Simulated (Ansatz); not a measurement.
**ClFH₃SiSn radical: basis-set convergence**

One table from this session's results is given with a row withheld; the runs are named, their logs left out.

Method: one geometry, several basis sets; program: Ansatz 0.2.0, Gaussian basis.

The runs, in order: PBE0-D4/def2-SVP; ωB97M-V/def2-SVP; PBE0-D4/def2-QZVPP; ωB97M-V/def2-QZVPP; the functionals' def2-TZVPP values are taken from earlier runs.

1 further run of the same task is left out (for a known fault of the program). Runs told in other sessions of the task aren't counted.

## The relaxed structure

All runs share one geometry, relaxed beforehand with PBE0-D4 in a triple-zeta def2 set. Sn takes the def2 core potential; no spin-orbit term is included.

SMILES `[F][Sn]([SiH3])[Cl]`, 7 atoms, charge 0, spin multiplicity 2.

Atoms are counted from 1 here; the program's logs count them from 0.

Bond lengths: F1–Sn2 1.934 Å, Sn2–Si3 2.653 Å, Sn2–Cl4 2.350 Å, Si3–H5 1.483 Å, Si3–H6 1.483 Å, Si3–H7 1.483 Å. Angles: F1–Sn2–Si3 103.6°, F1–Sn2–Cl4 101.6°, Si3–Sn2–Cl4 105.8°, Sn2–Si3–H5 108.2°, Sn2–Si3–H6 107.2°, Sn2–Si3–H7 106.4°, H5–Si3–H6 111.8°, H5–Si3–H7 111.9°, H6–Si3–H7 111.1°.

Coordinates:

```
atom    x (Å)    y (Å)    z (Å)
  F1  -0.2205  -2.5438   0.7305
 Sn2  -1.2097  -0.8994   0.4893
 Si3   0.6873   0.9207   0.1297
 Cl4  -2.1808  -1.2358  -1.6236
  H5   1.5802   0.4497  -0.9563
  H6   1.4101   1.0597   1.4167
  H7  -0.0052   2.1809  -0.2320
```

The first run:

in.yaml

```yaml
crystal:
  periodic: [false, false, false]
  atoms:
    - {symbol: F, position_ang: [-0.220531, -2.543762, 0.730516]}
    - {symbol: Sn, position_ang: [-1.209733, -0.899379, 0.489276]}
    - {symbol: Si, position_ang: [0.687275, 0.920720, 0.129714]}
    - {symbol: Cl, position_ang: [-2.180793, -1.235834, -1.623574]}
    - {symbol: H, position_ang: [1.580186, 0.449747, -0.956349]}
    - {symbol: H, position_ang: [1.410067, 1.059731, 1.416710]}
    - {symbol: H, position_ang: [-0.005172, 2.180877, -0.231994]}
basis:
  gaussian: {orbitals: def2-SVP}
magnetization: {spin_polarized: true, initial_magnetization: 1}
hamiltonian: {xc: pbe0, dispersion: d4}
output: {orbitals: {seedname: orbitals}}
```

Launch:

```
$ ansatz run in.yaml --threads 4 --pin off --events-out ev --progress --plain --max-ram 10444MiB
```

Steps of the session up to this table: PBE0-D4 in def2-SVP; ωB97M-V in def2-SVP; PBE0-D4 in def2-QZVPP; ωB97M-V in def2-QZVPP.

One of the session's tables, all rows but one given; the rest of the session is left out.

It belongs to the step «Density functionals: the series». 

```
functional       basis  HOMO (eV)  LUMO (eV)
   PBE0-D4    def2-SVP      -6.67      -4.06
   PBE0-D4  def2-TZVPP      -6.79      -4.12
   PBE0-D4  def2-QZVPP          ?          ?
   ωB97M-V    def2-SVP      -8.51      -2.30
   ωB97M-V  def2-TZVPP      -8.66      -2.44
   ωB97M-V  def2-QZVPP      -8.68      -2.49
```

Estimate the missing values for PBE0-D4, def2-QZVPP.

The run gave: HOMO (eV): -6.81; LUMO (eV): -4.14. In the column «HOMO (eV)» it lies between ωB97M-V, def2-SVP (-8.51) and PBE0-D4, def2-TZVPP (-6.79).
